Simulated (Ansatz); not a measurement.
## YTi under changes of volume

One of the cells (22.686 Å³/atom); the others are scaled copies at fixed shape and fractional positions:

```
Y Ti
1.0
     3.56666    0.00000    0.00000
     0.00000    3.56666    0.00000
     0.00000    0.00000    3.56666
Y Ti
1 1
Direct
  0.50000 0.50000 0.50000
  0.00000 0.00000 0.00000
```

The cell was built by a generator and needn't be a form met in nature.

```yaml
Program: Ansatz 0.2.0
Functional: PBE
Potentials_or_basis: all-electron LAPW, scalar-relativistic
Cutoff: 199 eV (chosen from the basis error)
Basis_error_allowed: 0.0005 eV/atom
k_mesh: 8 × 8 × 8
Occupations: fermi-dirac, width 0.05 eV
Spin: no spin polarisation
```

| volume (Å³/atom) | energy over the lowest point (meV/atom) | pressure (GPa) |
| --- | --- | --- |
| 21.325 | 61.73 | 8.3 |
| 21.778 | 40.92 | 6.6 |
| 22.232 | 24.82 | 5.1 |
| 22.686 | 13.05 | 3.6 |
| 23.140 | ? | ? |
| 23.593 | 0.95 | 1.1 |
| 24.047 | 0.00 | 0.0 |

Question: What does the run at 23.140 Å³/atom give?

Answer: Energy over the lowest point 5.20 meV/atom; pressure 2.3 GPa.

Worked out: A Birch-Murnaghan fit of order 3 (a polynomial in V^(-2/3)) to the other rows has its minimum at 23.96 Å³/atom with B0 = V·E''(V) = 57 GPa and B' = 3.8. It gives 5.20 meV/atom at 23.140 Å³/atom, against the run's 5.20, and -dE/dV = 2.1 GPa, against 2.3.

Energies are extrapolated to zero smearing.
